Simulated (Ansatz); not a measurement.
# Li (hcp type): how the settings move a single-point run

How sensitive is a single-point run of Li (hcp type) to its settings? A reference run comes first, then one run with altered input.

Computed with Ansatz 0.2.0 (reference: DFT, PBEsol, all-electron PAW with datasets made for the crystal, scalar-relativistic, unless a step's input says otherwise).

**1. Starting point**

Symmetry: P6_3/mmc, No. 194, hexagonal system. Conventional cell: a = 2.815 Å, b = 2.815 Å, c = 4.601 Å, α = 90.00°, β = 90.00°, γ = 120.00°. Li (site symmetry -6m2) is surrounded by 12 Li at 2.81 to 2.82 Å.

As a file:

```
Li
1.0
     2.81453    0.00000    0.00000
    -1.40727    2.43746    0.00000
     0.00000    0.00000    4.60112
Li
2
Direct
  0.33333 0.66667 0.25000
  0.66667 0.33333 0.75000
```

**2. The reference run**

File input.yaml:

```yaml
crystal:
  lattice:
    - [2.8145311812, 0.0, 0.0]
    - [-1.4072655906, 2.4374555027, 0.0]
    - [0.0, 0.0, 4.6011150102]
  atoms:
    - { symbol: Li, position: [0.3333333333, 0.6666666667, 0.25] }
    - { symbol: Li, position: [0.6666666667, 0.3333333333, 0.75] }
kpoints:
  mp_grid: { grid: [14, 14, 8] }
scf:
  occupations: { method: fermi_dirac, width: 0.1 }
hamiltonian:
  xc: pbesol
  pseudopotentials: { kind: all_electron, datasets: crystal }
output:
  forces: true
  stress: true
  eigenvalues: true
```

Command:

```bash
ansatz run input.yaml --threads 1 --pin off --max-ram 2048MiB --backend cpu --events-out ev --progress --plain --runs-dir out
```

**3. Changed: symmetry.detect false, mp_grid.grid [21, 21, 12], xc lda**

Edit input.yaml of step 2 so:

```diff
@@ -8,4 +8,5 @@
     - { symbol: Li, position: [0.6666666667, 0.3333333333, 0.75] }
+  symmetry: { detect: false }
 kpoints:
-  mp_grid: { grid: [14, 14, 8] }
+  mp_grid: { grid: [21, 21, 12] }
 scf:
@@ -13,3 +14,3 @@
 hamiltonian:
-  xc: pbesol
+  xc: lda
   pseudopotentials: { kind: all_electron, datasets: crystal }
```

Q: Predict the outcome of this session. Wanted: for each run, ending; energy change; pressure; gap; force.

The runs gave:

| run | ending | energy change | pressure (GPa) | gap (eV) | force (eV/Å) | cycles | time |
| --- | --- | --- | --- | --- | --- | --- | --- |
| reference | converged | - | 5.1 | 0.00 | 0.00 | 5 | 2.5 s |
| 1: symmetry.detect false, mp_grid.grid [21, 21, 12], xc lda | converged | not comparable | 3.8 | 0.00 | 0.00 | 5 | 54 s |

Residual by cycle in the longest SCF loop of each run; runs are numbered as in the table. The quantity is the density residual dr2, in eV.

| cycle | reference | run 1 |
| --- | --- | --- |
| 1 | 0.00667 | 0.00431 |
| 2 | 0.0036 | 0.00233 |
| 3 | 8.9e-5 | 9.9e-5 |
| 4 | 8.6e-6 | 1.0e-5 |
| 5 | 1.0e-9 | 1.0e-9 |

Total energies don't compare across a change of functional; the pressure goes from 5.1 to 3.8 GPa. The k-point mesh changed too. Cost: 54 s against 2.5 s.
